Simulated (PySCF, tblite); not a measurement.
**C₅H₁₄O₂Si₂: geometry, infrared bands and NMR shifts**

Aim: predict the infrared bands and NMR shifts of C₅H₁₄O₂Si₂ (`CCO[Si@@H]1C[C@H](C)[SiH2]O1`).

The runs use tblite 0.8.0 and PySCF 2.14.0, with density-fitted response routines of our own; the level of theory stands in each step. All values are computed, except where a source is named. Atoms are numbered from 0 throughout.

## Step 1: Starting geometry

23 atoms, charge 0, multiplicity 1; geometry from: force field or distance geometry start.

Bonds of the start (Å): C0–C1 1.53, C1–O2 1.40, O2–Si3 1.67, Si3–C4 1.93, C4–C5 1.57, C5–C6 1.52, C5–Si7 1.99, Si7–O8 1.71, O8–Si3 1.71, C0–H9 1.10, C0–H10 1.09, C0–H11 1.09, C1–H12 1.09, C1–H13 1.10, Si3–H14 1.47, C4–H15 1.10, C4–H16 1.10, C5–H17 1.10, C6–H18 1.10, C6–H19 1.10, C6–H20 1.09, Si7–H21 1.49, Si7–H22 1.49.

## Step 2: Relaxing the molecule with GFN2-xTB

What the job is given:

```
{"job": {"kind": "relax", "xc": "GFN2-xTB", "basis": "xTB"}, "charge": 0, "multiplicity": 1}
C      4.036300     0.561200     0.906100
C      2.930800    -0.407100     0.495700
O      1.854000     0.330700    -0.019500
Si     0.511300    -0.483400    -0.576700
C     -0.983600     0.660400    -0.989700
C     -2.305800    -0.078000    -0.592800
C     -3.448500     0.892700    -0.333600
Si    -1.836900    -1.212800     0.975400
O     -0.169200    -1.418800     0.685900
H      3.651600     1.271400     1.659000
H      4.351900     1.151400     0.042200
H      4.886800     0.031500     1.322400
H      3.324500    -1.102600    -0.239100
H      2.624000    -0.982600     1.385200
H      0.846000    -1.366300    -1.705000
H     -0.863300     1.583000    -0.400200
H     -0.982900     0.927000    -2.056600
H     -2.579400    -0.788500    -1.384000
H     -4.364400     0.353900    -0.053400
H     -3.212200     1.583100     0.493700
H     -3.663900     1.489800    -1.221000
H     -2.560700    -2.510400     0.896400
H     -2.051100    -0.458600     2.244100
```

Launch:

```sh
OMP_NUM_THREADS=1 python probes_run.py task.json out
```

One launch serves the whole session: the jobs run in the order shown.

The program printed:

```text
step      E/eV     max force
  0    -804.60999    1.618
  1    -804.76027    1.107
  2    -804.86555    0.533
  3    -804.89356    0.388
  4    -804.91900    0.239
  5    -804.92471    0.242
  6    -804.93994    0.177
  7    -804.94459    0.198
  8    -804.95020    0.187
  9    -804.95449    0.139
 10    -804.95906    0.136
 11    -804.96207    0.105
 12    -804.96405    0.092
 13    -804.96560    0.092
 14    -804.96721    0.107
 15    -804.96885    0.113
 16    -804.97034    0.103
 17    -804.97145    0.082
 18    -804.97227    0.063
 19    -804.97305    0.069
 20    -804.97399    0.064
 21    -804.97513    0.083
 22    -804.97634    0.076
 23    -804.97752    0.086
 24    -804.97868    0.089
 25    -804.97977    0.082
 26    -804.98060    0.081
 27    -804.98117    0.058
 28    -804.98167    0.050
 29    -804.98231    0.058
 30    -804.98312    0.070
 31    -804.98396    0.065
 32    -804.98461    0.053
 33    -804.98514    0.047
 34    -804.98564    0.054
 35    -804.98615    0.053
 36    -804.98663    0.042
 37    -804.98704    0.047
 38    -804.98742    0.057
 39    -804.98782    0.061
 40    -804.98826    0.047
 41    -804.98866    0.038
 42    -804.98896    0.034
 43    -804.98920    0.031
 44    -804.98944    0.033
 45    -804.98968    0.037
 46    -804.98989    0.027
 47    -804.99002    0.022
 48    -804.99012    0.022
 49    -804.99024    0.028
 50    -804.99040    0.033
 51    -804.99055    0.030
 52    -804.99068    0.035
 53    -804.99081    0.034
 54    -804.99096    0.027
 55    -804.99117    0.031
 56    -804.99141    0.036
 57    -804.99163    0.032
 58    -804.99183    0.031
 59    -804.99201    0.030
 60    -804.99214    0.023
 61    -804.99223    0.017
 62    -804.99231    0.018
 63    -804.99240    0.023
 64    -804.99251    0.027
 65    -804.99263    0.024
 66    -804.99274    0.026
 67    -804.99284    0.028
 68    -804.99296    0.025
 69    -804.99308    0.023
 70    -804.99318    0.021
 71    -804.99326    0.021
 72    -804.99336    0.026
 73    -804.99349    0.029
 74    -804.99363    0.025
 75    -804.99372    0.019
 76    -804.99378    0.020
 77    -804.99384    0.020
 78    -804.99392    0.021
 79    -804.99400    0.021
 80    -804.99407    0.015
 81    -804.99411    0.014
 82    -804.99416    0.014
 83    -804.99422    0.020
 84    -804.99429    0.017
 85    -804.99434    0.015
 86    -804.99439    0.014
 87    -804.99444    0.016
 88    -804.99450    0.019
 89    -804.99456    0.015
 90    -804.99462    0.019
 91    -804.99468    0.022
 92    -804.99474    0.020
 93    -804.99480    0.020
 94    -804.99486    0.012
 95    -804.99489    0.012
 96    -804.99492    0.010
```

Wall time 1.5 s (1 thread of Arm Neoverse N1, shared host).

Along the way: (not every step is listed)

```
step  energy from step 0 (eV)  largest force (eV/Å)
   0                   0.0000                1.6180
   1                  -0.1503                1.1073
   2                  -0.2556                0.5329
   3                  -0.2836                0.3879
   4                  -0.3090                0.2393
   5                  -0.3147                0.2417
   6                  -0.3299                0.1775
   7                  -0.3346                0.1976
   8                  -0.3402                0.1869
  16                  -0.3603                0.1030
  24                  -0.3687                0.0891
  32                  -0.3746                0.0529
  40                  -0.3783                0.0468
  48                  -0.3801                0.0220
  56                  -0.3814                0.0360
  64                  -0.3825                0.0274
  72                  -0.3834                0.0265
  80                  -0.3841                0.0148
  88                  -0.3845                0.0193
  91                  -0.3847                0.0216
  92                  -0.3847                0.0204
  93                  -0.3848                0.0196
  94                  -0.3849                0.0122
  95                  -0.3849                0.0122
  96                  -0.3849                0.0103
```

Distances of close pairs at the start and the end, largest changes first:

```
   bond  before (Å)  after (Å)  change (Å)
 C5–Si7       1.992      1.913      -0.079
 Si3–O8       1.712      1.642      -0.070
 Si7–O8       1.705      1.637      -0.068
 O2–Si3       1.666      1.611      -0.056
 Si3–C4       1.927      1.891      -0.037
Si7–H22       1.491      1.461      -0.031
Si7–H21       1.488      1.458      -0.030
  C4–C5       1.566      1.537      -0.028
```

The final coordinates are the input of the step that follows.

## Step 3: Vibrational analysis with GFN2-xTB

What the job is given:

```
{"job": {"kind": "ir", "xc": "GFN2-xTB", "basis": "xTB"}, "charge": 0, "multiplicity": 1}
C      3.892098     0.701054     0.859041
C      2.943388    -0.425953     0.483137
O      1.737097     0.115596     0.011567
Si     0.446054    -0.679100    -0.532282
C     -0.892843     0.601840    -0.907318
C     -2.235378    -0.053286    -0.545104
C     -3.337303     0.981350    -0.338696
Si    -1.894847    -1.224200     0.928632
O     -0.316046    -1.544599     0.637204
H      3.440650     1.324728     1.625676
H      4.098492     1.317494    -0.011804
H      4.824946     0.290793     1.235539
H      3.383784    -1.051793    -0.301889
H      2.737889    -1.063257     1.350310
H      0.758750    -1.656471    -1.572736
H     -0.740895     1.483536    -0.280980
H     -0.902838     0.949251    -1.939439
H     -2.528833    -0.681598    -1.395715
H     -4.289628     0.493552    -0.139716
H     -3.104118     1.627374     0.505198
H     -3.451786     1.607027    -1.223716
H     -2.586364    -2.505486     0.850837
H     -1.987022    -0.580867     2.236721
```

The program printed:

```text
mode    cm-1     km/mol
  1      24.6      0.31
  2      53.5      0.94
  3      58.8      1.95
  4      96.5      2.71
  5     127.7      1.10
  6     208.0      0.53
  7     218.3      3.52
  8     228.9      0.91
  9     251.3     12.61
 10     268.5      2.32
 11     337.3     24.34
 12     346.1      0.57
 13     360.1     10.28
 14     406.9      1.15
 15     503.6     44.05
 16     588.0     76.99
 17     619.5     38.85
 18     638.1     62.27
 19     654.7     19.77
 20     728.4    240.96
 21     748.6    194.27
 22     778.1     57.26
 23     781.8    257.81
 24     817.7    220.41
 25     826.0     49.90
 26     828.0     27.35
 27     927.5    375.62
 28     952.5     23.11
 29    1000.6      6.45
 30    1012.5     81.10
 31    1067.5     41.23
 32    1097.8     29.70
 33    1112.2      4.24
 34    1129.9     35.90
 35    1142.5      9.25
 36    1150.9    298.13
 37    1236.9      7.50
 38    1260.8      0.43
 39    1278.0      0.82
 40    1308.5      3.02
 41    1341.2      8.34
 42    1396.9      9.53
 43    1414.4      0.35
 44    1474.8      3.41
 45    1484.5      3.41
 46    1487.8      0.97
 47    1493.7      3.32
 48    1507.7      1.26
 49    1511.6      2.44
 50    2272.4     97.61
 51    2280.0    591.23
 52    2305.0    255.31
 53    2897.4     38.96
 54    2898.5     73.64
 55    2922.8     51.60
 56    2962.6     43.20
 57    2994.3     21.30
 58    3002.5     66.61
 59    3020.3     56.58
 60    3027.9     31.18
 61    3046.0     25.43
 62    3048.0     26.69
 63    3052.0     22.15
```

Run time: 2 s. Hardware: 1 thread of Arm Neoverse N1, shared host.

Which atoms move in the most intense modes:

```
cm⁻¹  km/mol                                  atoms
 728   241.0                               H14 76 %
 749   194.3  H21 14 %, Si7 12 %, H22 12 %, O2 11 %
 782   257.8                     H22 37 %, H21 34 %
 818   220.4            C4 28 %, Si3 27 %, H16 17 %
 928   375.6                                O8 69 %
1151   298.1                       O2 46 %, C1 35 %
2280   591.2                     H14 73 %, H22 23 %
2305   255.3                               H21 88 %
```

## Step 4: NMR shieldings: PBE0/pcSseg-1

The job, as its differences from that of step 3:

```diff
@@ -1,2 +1,2 @@
-{"job": {"kind": "ir", "xc": "GFN2-xTB", "basis": "xTB"}, "charge": 0, "multiplicity": 1}
+{"job": {"kind": "nmr", "xc": "PBE0", "basis": "pcSseg-1"}, "charge": 0, "multiplicity": 1}
 C      3.892098     0.701054     0.859041
```

With the program's defaults for keys left out, this is: GIAO PBE0/pcSseg-1 NMR shielding, non-relativistic, gas phase.

The program printed:

```text
coarse grid: 19536 points
cycle   1  E = -927.5391731971  dE =  1.120e+00  |g| = 1.021e+00  |ddm| = 4.252e+00
cycle   2  E = -927.2725229680  dE =  2.667e-01  |g| = 1.564e+00  |ddm| = 2.295e+00
cycle   3  E = -927.7322159435  dE = -4.597e-01  |g| = 1.365e-01  |ddm| = 1.626e+00
cycle   4  E = -927.7354049648  dE = -3.189e-03  |g| = 6.018e-02  |ddm| = 1.553e-01
cycle   5  E = -927.7362433134  dE = -8.383e-04  |g| = 1.331e-02  |ddm| = 5.948e-02
cycle   6  E = -927.7362756248  dE = -3.231e-05  |g| = 4.987e-03  |ddm| = 1.433e-02
cycle   7  E = -927.7362801446  dE = -4.520e-06  |g| = 9.676e-04  |ddm| = 4.041e-03
final grid: 177520 points
cycle   8  E = -927.8099076107  dE = -3.158e-05  |g| = 1.391e-02  |ddm| = 2.737e-02
cycle   9  E = -927.8098648363  dE =  4.277e-05  |g| = 2.032e-02  |ddm| = 2.488e-02
cycle  10  E = -927.8099466830  dE = -8.185e-05  |g| = 1.557e-03  |ddm| = 1.572e-02
cycle  11  E = -927.8099471925  dE = -5.095e-07  |g| = 2.126e-04  |ddm| = 1.469e-03
cycle  12  E = -927.8099472014  dE = -8.926e-09  |g| = 7.473e-05  |ddm| = 2.579e-04
cycle  13  E = -927.8099472024  dE = -9.954e-10  |g| = 2.993e-05  |ddm| = 8.302e-05
converged SCF energy = -927.8099472024

GIAO shielding tensors (ppm)
atom      isotropic    diamagn.    paramagn.     s11        s22        s33       span
  0 C      166.597     245.684     -79.087    148.933    164.885    185.973     37.040
  1 C      124.473     241.174    -116.701     94.765    110.517    168.139     73.374
  2 O      262.167     403.789    -141.622    195.235    282.892    308.372    113.137
  3 Si     360.336     884.411    -524.074    324.786    360.631    395.591     70.805
  4 C      164.464     259.407     -94.943    144.812    165.026    183.554     38.741
  5 C      165.760     256.040     -90.280    150.060    168.853    178.367     28.306
  6 C      166.996     243.705     -76.709    152.660    161.293    187.033     34.373
  7 Si     354.302     882.442    -528.140    313.018    343.090    406.799     93.780
  8 O      257.565     403.065    -145.500    191.892    264.301    316.504    124.612
  9 H       30.153      29.822       0.331     26.231     29.039     35.190      8.959
 10 H       30.208      28.654       1.553     26.503     28.598     35.522      9.019
 11 H       30.705      25.369       5.337     26.670     27.544     37.901     11.230
 12 H       27.697      28.799      -1.102     22.469     27.812     32.809     10.340
 13 H       27.459      30.100      -2.640     21.481     28.511     32.387     10.906
 14 H       26.646      32.005      -5.359     23.070     24.412     32.455      9.384
 15 H       31.177      37.312      -6.134     26.500     30.878     36.154      9.653
 16 H       30.618      35.012      -4.395     26.058     29.134     36.661     10.603
 17 H       30.384      33.316      -2.931     26.103     28.665     36.385     10.282
 18 H       30.492      27.305       3.187     25.402     27.862     38.213     12.810
 19 H       30.806      29.719       1.087     26.663     29.191     36.562      9.899
 20 H       30.276      28.493       1.782     25.800     27.959     37.068     11.269
 21 H       26.688      30.079      -3.392     23.089     24.600     32.375      9.286
 22 H       26.898      31.191      -4.293     23.190     25.250     32.253      9.063
```

Run time: 1.7 min. Hardware: 1 thread of Arm Neoverse N1, shared host; peak memory 1.1 GiB.

The references, computed at this level on geometries of the same kind, shield at (ppm): 1H TMS 31.72, 13C TMS 186.9, 29Si TMS 349.2, 17O H2O 336.1. Their shielding less the atom's gives the shift. The references are single molecules in the gas phase, so shifts against H2O, NH3, PH3, H3PO4 or CFCl3 are not on the usual liquid scales and can be off by tens of ppm. Atoms listed in one row are averaged.

```
        atoms                                                   environment  σ (ppm)  δ (ppm)  δ scaled to CDCl3
           C1                                           sp3 CH2 bonded to O    124.5     62.5               59.0
           C4                                          sp3 CH2 bonded to Si    164.5     22.5               20.0
           C5                                           sp3 CH bonded to Si    165.8     21.2               18.7
           C0                                                 methyl carbon    166.6     20.3               17.9
           C6                                                 methyl carbon    167.0     19.9               17.5
          H14  hydrogen on a silicon bonded to C, 2 O, in a 5-membered ring    26.65     5.07                  –
          H21    hydrogen on a silicon bonded to C, O, in a 5-membered ring    26.69     5.03                  –
          H22    hydrogen on a silicon bonded to C, O, in a 5-membered ring    26.90     4.82                  –
          H13                            hydrogen on an sp3 CH2 bonded to O    27.46     4.26               4.12
          H12                            hydrogen on an sp3 CH2 bonded to O    27.70     4.02               3.90
 H9, H10, H11                                   hydrogen on a methyl carbon    30.36     1.36               1.39
          H17                            hydrogen on an sp3 CH bonded to Si    30.38     1.33               1.36
H18, H19, H20                                   hydrogen on a methyl carbon    30.52     1.19               1.23
          H16                           hydrogen on an sp3 CH2 bonded to Si    30.62     1.10               1.14
          H15                           hydrogen on an sp3 CH2 bonded to Si    31.18     0.54               0.61
           O8                   oxygen bonded to 2 Si, in a 5-membered ring    257.6     78.5                  –
           O2                                        oxygen bonded to C, Si    262.2     73.9                  –
          Si7             silicon bonded to C, O, 2 H, in a 5-membered ring    354.3     -5.1                  –
          Si3             silicon bonded to C, 2 O, H, in a 5-membered ring    360.3    -11.2                  –
```

The scaled column applies a straight-line fit of computed shieldings to shifts measured in CDCl3 (root-mean-square error 0.16 ppm for H, 1.9 ppm for C).

The run also stored atomic charges by several schemes (e):

```
atoms  Mulliken    IAO  Hirshfeld  ESP fit
   C0     -0.27  -0.42      -0.12    -0.50
   C1      0.03  -0.04       0.02     0.39
   O2     -0.63  -0.64      -0.22    -0.44
  Si3      1.13   1.31       0.46     0.62
   C4     -0.51  -0.57      -0.17    -0.43
   C5     -0.63  -0.38      -0.11     0.23
   C6     -0.21  -0.41      -0.12    -0.54
  Si7      0.89   0.99       0.40     0.55
   O8     -0.74  -0.90      -0.32    -0.49
```

Mayer bond orders: C0–C1 1.07, C1–O2 0.87, O2–Si3 1.04, Si3–C4 0.89, C4–C5 0.99, C5–C6 1.04, C5–Si7 0.87, Si7–O8 0.94, O8–Si3 0.92.

Ring of atoms Si3, C4, C5, Si7, O8: NICS(0) -4.6, NICS(1) -2.9, NICS(1)zz -1.0 ppm (means of both faces).

The fields below are evaluated on a grid from the run's orbitals.

Frontier orbitals at PBE0/pcSseg-1, with the share of their density that lies nearest to each atom:

```
orbital  energy (eV)                                      lies on
   HOMO        -7.86                   C5 20 %; Si7 10 %; C4 10 %
   LUMO         0.60  Si7 21 %; H21, H22 about 18 % each; O8 11 %
```

ELF in a plane through or near 8 of the atoms.

Values, 10 rows by 14 columns:
```
0.00 0.00 0.00 0.00 0.00 0.00 0.00 0.00 0.00 0.00 0.00 0.00 0.00 0.00
0.00 0.00 0.00 0.00 0.00 0.00 0.00 0.00 0.00 0.00 0.00 0.00 0.00 0.00
0.00 0.00 0.00 0.03 0.00 0.00 0.00 0.02 0.01 0.00 0.24 0.01 0.00 0.00
0.00 0.00 0.07 0.97 0.21 0.02 0.00 0.95 0.71 0.07 0.95 0.18 0.00 0.00
0.00 0.02 0.67 0.38 0.27 0.82 0.27 0.70 0.48 0.57 0.35 0.82 0.03 0.00
0.00 0.10 0.99 0.53 0.47 0.62 0.41 0.14 0.51 0.77 0.43 0.99 0.04 0.00
0.00 0.00 0.01 0.05 1.00 0.12 0.34 0.74 0.55 0.14 0.03 0.00 0.00 0.00
0.00 0.00 0.00 0.00 0.38 0.00 0.38 0.60 0.48 1.00 0.83 0.00 0.00 0.00
0.00 0.00 0.00 0.00 0.00 0.00 0.00 0.01 0.46 1.00 0.55 0.00 0.00 0.00
0.00 0.00 0.00 0.00 0.00 0.00 0.00 0.00 0.00 0.01 0.00 0.00 0.00 0.00
```
The map spans 15.1 Å across and 10.7 Å up, centred on the molecule. Atoms in the plane (x, y in Å): C0 (-4.0, 0.6), C6 (3.4, 0.9), Si7 (1.7, -1.6), H11 (-4.9, 0.1), H13 (-2.9, -1.3), H15 (0.8, 1.5), H18 (4.3, 0.3), H21 (2.4, -2.8).

log10 of the density (e/Å³) in the same plane.

Values, 10 rows by 14 columns:
```
-4.0 -4.0 -4.0 -4.0 -4.0 -4.0 -4.0 -4.0 -4.0 -4.0 -4.0 -4.0 -4.0 -4.0
-4.0 -4.0 -4.0 -4.0 -4.0 -4.0 -4.0 -4.0 -4.0 -4.0 -4.0 -4.0 -4.0 -4.0
-4.0 -4.0 -3.3 -2.6 -3.0 -4.0 -3.7 -2.6 -2.5 -2.6 -2.1 -2.9 -4.0 -4.0
-4.0 -3.5 -2.1 -0.7 -1.6 -2.2 -2.4 -0.9 -1.0 -1.3 -0.4 -1.7 -3.3 -4.0
-4.0 -2.6 -1.0  0.3 -0.5 -0.3 -0.9 -0.5 -0.4 -0.2  0.8 -0.8 -2.5 -4.0
-4.0 -2.5 -0.8 -0.3  0.2 -0.1 -0.6 -0.9 -0.5 -0.1 -0.7 -1.0 -2.7 -4.0
-4.0 -3.6 -2.6 -1.7  0.1 -1.3 -0.9  0.6  1.0 -0.4 -1.8 -2.9 -3.9 -4.0
-4.0 -4.0 -4.0 -3.0 -2.1 -2.6 -1.4 -0.6 -0.6  0.1 -1.6 -3.3 -4.0 -4.0
-4.0 -4.0 -4.0 -4.0 -3.9 -4.0 -3.2 -2.5 -1.7 -1.1 -2.1 -3.7 -4.0 -4.0
-4.0 -4.0 -4.0 -4.0 -4.0 -4.0 -4.0 -4.0 -3.2 -3.0 -3.5 -4.0 -4.0 -4.0
```
The map spans 15.1 Å across and 10.7 Å up, centred on the molecule. Atoms in the plane (x, y in Å): C0 (-4.0, 0.6), C6 (3.4, 0.9), Si7 (1.7, -1.6), H11 (-4.9, 0.1), H13 (-2.9, -1.3), H15 (0.8, 1.5), H18 (4.3, 0.3), H21 (2.4, -2.8).

On the surface of density 0.002 e/bohr³ the electrostatic potential runs, from the 1st to the 99th percentile, from -1.22 V near O8 to 1.00 V near H21.

## Step 5: Summary of results

```
                                                              quantity                                                           value
                             strongest single infrared mode (GFN2-xTB)                                           2280 cm⁻¹, 591 km/mol
                                          zero-point energy (GFN2-xTB)                                                  114.4 kcal/mol
                                13C shifts against TMS (PBE0/pcSseg-1)                                62.5, 22.5, 21.2, 20.3, 19.9 ppm
1H shifts against TMS (PBE0/pcSseg-1, means over atoms taken as alike)  5.07, 5.03, 4.82, 4.26, 4.02, 1.36, 1.33, 1.19, 1.10, 0.54 ppm
                                17O shifts against H2O (PBE0/pcSseg-1)                                                  78.5, 73.9 ppm
                               29Si shifts against TMS (PBE0/pcSseg-1)                                                 -5.1, -11.2 ppm
                                 surface potential, 1st and 99th percentile                                              -1.22 V and 1.00 V
```

**Reading.** The optimisation took 96 steps and gained 0.385 eV; among the close pairs (by a distance rule), C5–Si7 changed most, from 1.992 to 1.913 Å. No mode is imaginary among the 63: a minimum at this level. The strongest single mode, at 2280 cm⁻¹, moves mainly H14. GFN2-xTB is a fitted tight-binding method: band positions and strengths are rough. Its intensities can rank the bands wrongly. At PBE0/pcSseg-1: Shielding is most anisotropic at O8 (span 125 ppm, paramagnetic term -146 ppm).
